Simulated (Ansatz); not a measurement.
# Al (Al (110), 1 layers): how the settings move a single-point run

How sensitive is a single-point run of Al (Al (110), 1 layers) to its settings? A reference run comes first, then one run with altered input.

Computed with Ansatz 0.2.0 (reference: DFT, PBE, all-electron LAPW, scalar-relativistic, unless a step's input says otherwise).

**1. The starting structure**

The structure is orthorhombic, space group Pmmm (No. 47). The conventional cell has a = 2.857 Å, b = 4.041 Å, c = 9.000 Å, α = 90.00°, β = 90.00°, γ = 90.00°. Al (site symmetry mmm) is surrounded by 2 Al at 2.86 Å.

Coordinates:

```cif
data_structure
_symmetry_space_group_name_H-M 'Pmmm'
_symmetry_Int_Tables_number 47
_cell_length_a 2.8575
_cell_length_b 4.0411
_cell_length_c 9.0000
_cell_angle_alpha 90.000
_cell_angle_beta 90.000
_cell_angle_gamma 90.000
_cell_volume 103.93
loop_
_atom_site_label
_atom_site_type_symbol
_atom_site_symmetry_multiplicity
_atom_site_Wyckoff_symbol
_atom_site_fract_x
_atom_site_fract_y
_atom_site_fract_z
_atom_site_occupancy
Al1 Al 1 c 0.00000 0.00000 0.50000 1
```

**2. Baseline**

input.yaml

```yaml
crystal:
  lattice:
    - [2.8574853682, 0.0, 0.0]
    - [0.0, 4.041094562, 0.0]
    - [0.0, 0.0, 9.0]
  atoms:
    - { symbol: Al, position: [0.0, 0.0, 0.5] }
kpoints:
  mp_grid: { grid: [13, 9, 1] }
scf:
  occupations: { method: fermi_dirac, width: 0.08 }
hamiltonian:
  xc: pbe
  pseudopotentials: { kind: all_electron, lapw: { basis_error: 0.001 } }
output:
  forces: true
  stress: true
  eigenvalues: true
efield:
  axis: 3
  amplitude: 0
  dipole_correction: true
```

On the command line:

```bash
ansatz run input.yaml --threads 1 --pin off --max-ram 3584MiB --backend cpu --events-out ev --progress --plain --runs-dir out
```

**3. Variant: n_extra_bands 32, spin_polarized true**

input.yaml: that of step 2 with these lines changed.

```diff
@@ -11,2 +11,3 @@
   occupations: { method: fermi_dirac, width: 0.08 }
+  n_extra_bands: 32
 hamiltonian:
@@ -22 +23,3 @@
   dipole_correction: true
+magnetization:
+  spin_polarized: true
```

**Question.** What will these runs give? Wanted: for each run, ending; energy change; gap; force.

As calculated:

| run | ending | energy change | gap (eV) | force (eV/Å) | cycles | time |
| --- | --- | --- | --- | --- | --- | --- |
| reference | converged | 0 | 0.00 | 0.00 | 7 | 3.7 s |
| 1: n_extra_bands 32, spin_polarized true | converged | 0.0 meV/atom | 0.00 | 0.00 | 9 | 16 s |

Residual by cycle in the longest SCF loop of each run; runs are numbered as in the table. The quantity is the density residual dr2, in eV.

| cycle | reference | run 1 |
| --- | --- | --- |
| 1 | 0.182 | 0.104 |
| 2 | 0.00687 | 0.183 |
| 3 | 9.5e-4 | 0.104 |
| 4 | 6.7e-5 | 0.00107 |
| 5 | 1.9e-6 | 1.4e-4 |
| 6 | 1.1e-7 | 8.2e-6 |
| 7 | 4.4e-9 | 7.1e-7 |
| 8 | - | 1.1e-7 |
| 9 | - | 8.5e-9 |

With the changed band count and spin polarisation the energy stays within 0.5 meV/atom: no moment was seeded, so none could form, and both runs end non-magnetic.
